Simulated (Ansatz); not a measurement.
# ClH6NO2Si2: a ladder of functionals

The task here is to estimate one member of a computed series from the others.

The runs use Ansatz 0.2.0, Gaussian basis; functionals in def2-TZVPP, the program's frozen cores in correlated methods.

The runs, in order: PBE-D4, r2SCAN-D4, PBE0-D4, B3LYP-D4, ωB97X-V, ωB97M-V, B2PLYP; MP2/def2-TZVPP; MP2/def2-QZVPP.

1 further run of the same task is left out (it didn't finish).

**The geometry**

An earlier PBE0-D4 in a triple-zeta def2 set relaxation fixed the geometry.

SMILES `O[SiH2]N[SiH](O)Cl`, 12 atoms, charge 0, spin multiplicity 1.

Atoms are counted from 1 here; the program's logs count them from 0.

Bond lengths: O1–Si2 1.659 Å, O1–H7 0.959 Å, Si2–N3 1.722 Å, Si2–H8 1.478 Å, Si2–H9 1.485 Å, N3–Si4 1.717 Å, N3–H10 1.010 Å, Si4–O5 1.627 Å, Si4–Cl6 2.052 Å, Si4–H11 1.476 Å, O5–H12 0.965 Å. Angles: Si2–O1–H7 116.9°, O1–Si2–N3 109.3°, O1–Si2–H8 102.9°, O1–Si2–H9 112.1°, N3–Si2–H8 113.4°, N3–Si2–H9 107.3°, H8–Si2–H9 111.9°, Si2–N3–Si4 125.3°, Si2–N3–H10 117.2°, Si4–N3–H10 117.4°, N3–Si4–O5 108.1°, N3–Si4–Cl6 112.3°, N3–Si4–H11 110.6°, O5–Si4–Cl6 107.7°, O5–Si4–H11 113.1°, Cl6–Si4–H11 105.1°, Si4–O5–H12 116.8°.

Set-up of the first run:

The input, in.yaml:

```yaml
crystal:
  periodic: [false, false, false]
  atoms:
    - {symbol: O, position_ang: [0.063595, 0.733126, 1.899034]}
    - {symbol: Si, position_ang: [0.467269, 1.338454, 0.408457]}
    - {symbol: N, position_ang: [-0.312340, 0.409618, -0.813667]}
    - {symbol: Si, position_ang: [-0.300789, -1.304089, -0.914853]}
    - {symbol: O, position_ang: [0.140012, -1.892688, 0.536212]}
    - {symbol: Cl, position_ang: [1.045538, -1.992214, -2.302612]}
    - {symbol: H, position_ang: [-0.824618, 0.913056, 2.213999]}
    - {symbol: H, position_ang: [1.939696, 1.215649, 0.390226]}
    - {symbol: H, position_ang: [0.027984, 2.747044, 0.240308]}
    - {symbol: H, position_ang: [-0.752396, 0.916504, -1.567926]}
    - {symbol: H, position_ang: [-1.612148, -1.806085, -1.369737]}
    - {symbol: H, position_ang: [0.118187, -1.278384, 1.280560]}
basis:
  gaussian: {orbitals: def2-TZVPP}
hamiltonian: {xc: pbe, dispersion: d4}
output: {forces: true, orbitals: {seedname: orbitals}}
```

The run is started by

```bash
ansatz run in.yaml --threads 2 --pin off --events-out ev --progress --plain --max-ram 22528MiB --backend cuda --devices 0, --max-vram 18GiB
```

Steps of the session up to this table: PBE-D4 (GGA); r2SCAN-D4 (meta-GGA); PBE0-D4 (hybrid); B3LYP-D4 (hybrid); ωB97X-V (range-separated); ωB97M-V (range-separated); B2PLYP (double hybrid).

One of the session's tables, all rows but one given; the rest of the session is left out.

It belongs to the step «Frontier levels by functional». 

| functional | HOMO (eV) | gap (eV) |
| --- | --- | --- |
| PBE-D4 | -6.78 | 5.93 |
| r2SCAN-D4 | ? | ? |
| PBE0-D4 | -8.18 | 8.21 |
| B3LYP-D4 | -7.93 | 7.66 |
| ωB97X-V | -10.60 | 12.60 |
| ωB97M-V | -10.48 | 12.09 |

**Question.** Estimate the row for r2SCAN-D4.

The run gave: HOMO (eV): -7.11; gap (eV): 6.76. In the column «HOMO (eV)» it lies between B3LYP-D4 (-7.93) and PBE-D4 (-6.78).
